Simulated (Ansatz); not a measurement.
# CH₇GaSi₂: a ladder of functionals and wavefunction methods

The task here is to estimate one member of a computed series from the others.

Computed with Ansatz 0.2.0, Gaussian basis. Level: functionals in def2-TZVPP, the program's frozen cores in correlated methods.

Plan: PBE-D4, r2SCAN-D4, PBE0-D4, B3LYP-D4, ωB97X-V, ωB97M-V, B2PLYP; CCSD(T)/def2-TZVPP; MP2/def2-QZVPP; extrapolation to the limit.

**Structure used throughout**

An earlier PBE0-D4 in a triple-zeta def2 set relaxation fixed the geometry.

11 atoms, charge 0, spin multiplicity 1.

Atoms are counted from 1 here; the program's logs count them from 0.

Bond lengths: Si1–Ga2 2.376 Å, Si1–H5 1.485 Å, Si1–H6 1.487 Å, Si1–H7 1.487 Å, Ga2–C3 1.932 Å, Ga2–Si4 2.431 Å, C3–Si4 1.965 Å, C3–H8 1.088 Å, C3–H9 1.088 Å, Si4–H10 1.637 Å, Si4–H11 1.637 Å. Angles: Ga2–Si1–H5 111.1°, Ga2–Si1–H6 109.0°, Ga2–Si1–H7 109.0°, H5–Si1–H6 109.4°, H5–Si1–H7 109.4°, H6–Si1–H7 109.0°, Si1–Ga2–C3 161.7°, Si1–Ga2–Si4 146.3°, C3–Ga2–Si4 52.0°, Ga2–C3–Si4 77.2°, Ga2–C3–H8 117.3°, Ga2–C3–H9 117.3°, Si4–C3–H8 115.0°, Si4–C3–H9 114.9°, H8–C3–H9 111.3°, Ga2–Si4–C3 50.8°, Ga2–Si4–H10 52.3°, Ga2–Si4–H11 52.3° and more.

The first run:

Contents of in.yaml:

```yaml
crystal:
  periodic: [false, false, false]
  atoms:
    - {symbol: Si, position_ang: [-0.627627, 2.092783, -0.583757]}
    - {symbol: Ga, position_ang: [0.035757, -0.066982, 0.152268]}
    - {symbol: C, position_ang: [0.546692, -1.539296, 1.294454]}
    - {symbol: Si, position_ang: [0.607893, -2.338223, -0.500255]}
    - {symbol: H, position_ang: [-0.779009, 2.130552, -2.060509]}
    - {symbol: H, position_ang: [-1.923991, 2.443799, 0.053990]}
    - {symbol: H, position_ang: [0.400232, 3.083282, -0.167857]}
    - {symbol: H, position_ang: [1.507863, -1.469614, 1.798648]}
    - {symbol: H, position_ang: [-0.216570, -1.948073, 1.952681]}
    - {symbol: H, position_ang: [1.263991, -0.943004, -1.049426]}
    - {symbol: H, position_ang: [-0.749731, -1.502222, -0.869537]}
basis:
  gaussian: {orbitals: def2-TZVPP}
hamiltonian: {xc: pbe, dispersion: d4}
output: {forces: true, orbitals: {seedname: orbitals}}
```

Run with:

```console
> ansatz run in.yaml --threads 4 --pin off --events-out ev --progress --plain --max-ram 10444MiB
```

Steps of the session up to this table: PBE-D4 (GGA); r2SCAN-D4 (meta-GGA); PBE0-D4 (hybrid); B3LYP-D4 (hybrid); ωB97X-V (range-separated); ωB97M-V (range-separated); B2PLYP (double hybrid); CCSD(T) in def2-TZVPP; MP2 in def2-QZVPP.

One table of the session follows, with a row left open; its other results are not shown here.

It belongs to the step «Atomisation energies». 

| method | atomisation energy (kJ/mol) |
| --- | --- |
| PBE-D4 | 3249.6 |
| r2SCAN-D4 | 3261.4 |
| PBE0-D4 | 3230.1 |
| B3LYP-D4 | 3220.2 |
| ωB97X-V | ? |
| ωB97M-V | 3242.4 |
| B2PLYP | 3184.4 |
| HF/def2-TZVPP | 2371.4 |
| MP2/def2-TZVPP | 3170.2 |
| CCSD/def2-TZVPP | 3135.3 |
| CCSD(T)/def2-TZVPP | 3180.9 |
| MP2/CBS | 3246.0 |
| CCSD(T)/CBS | 3256.7 |

Q: Estimate the row for ωB97X-V from the others.

As computed: atomisation energy (kJ/mol): 3260.7. In the column «atomisation energy (kJ/mol)» it lies between CCSD(T)/CBS (3256.7) and r2SCAN-D4 (3261.4).
